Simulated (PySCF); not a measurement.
# NaCd+: bond curves at several levels of theory

Aim: find the lowest electronic state of NaCd+, scan its bond at several levels of theory, and get bond length, wavenumber and dissociation energy from each curve.

Method: Na cc-pVDZ, Cd cc-pVDZ-PP with ECP28, scalar-relativistic core potentials; program: PySCF 2.14.0.

**1. Set-up**

Settings of the job:

| Quantity | Value |
| --- | --- |
| atoms | Na, Cd |
| charge | 1 |
| basis | Na cc-pVDZ, Cd cc-pVDZ-PP with ECP28 |
| Hamiltonian | scalar-relativistic core potentials |
| basis functions | 56 |
| electrons treated | 30 |
| masses in u | 22.9898, 113.9034 |
| levels | PBE0, PBE, r²SCAN, PBEsol, M06, PW91, HF, MP2, SCS-MP2, CCSD, CCSD(T) |
| grid | 80 radial by 434 angular points |
| occupations | held fixed by the projection of orbital angular momentum |
| dissociation limit | Na+ + Cd, each in its ground configuration |
| starting distance in angstrom | 3.075 |
| values of 2S to try | 0, 2 |

Launch:

```sh
> OMP_NUM_THREADS=1 python dia.py task.json out
```

After this run come: First curve: PBE0; Higher solutions at PBE0; PBE; r²SCAN; PBEsol (GGA); M06 (hybrid meta-GGA); PW91 (GGA); RHF (mean field); Correlated methods on the Hartree–Fock reference.

Before running it: what results should come out? Wanted: for each run, Re; ωe; De; μ.

The runs gave:

Lowest PBE0 solution found, without spin–orbit coupling: ¹Σ⁺ (singlet), closed shell. State 2 has its PBE0 minimum 3.01 eV higher. The other levels ran on the lowest alone.

```
      level  Re (Å)  ωe (cm⁻¹)  De (eV)   μ (D)
        RHF   3.270      109.3    0.431   -9.04
    RHF-MP2   3.199      112.8    0.379     n/a
RHF-SCS-MP2   3.210      112.6    0.384     n/a
   RHF-CCSD   3.216      113.5    0.404     n/a
RHF-CCSD(T)   3.214      113.6    0.399     n/a
        PBE   3.105      119.1    0.461   -8.90
     PBEsol   3.082      120.1    0.456   -8.87
       PW91   3.096      120.0    0.473   -8.84
     r²SCAN   3.123      116.7    0.426   -9.06
       PBE0   3.115      119.7    0.462   -8.81
        M06   3.283       95.2    0.376  -10.22
```

De is counted to Na+ + Cd in their ground configurations. A positive dipole points from Na to Cd; in an ion it is taken about the centre of mass and does not tell which atom is negative.

**Reading.** The methods spread over 0.202 Å in bond length, from PBEsol to M06. CCSD(T) can't serve as the judge here: for a weak bond in this basis it is far from its limit. Of the levels with a De here, M06 gives the least (0.376 eV) and PW91 the most (0.473 eV).

Correlated steps freeze 1 core orbital. Spin–orbit coupling is left out.
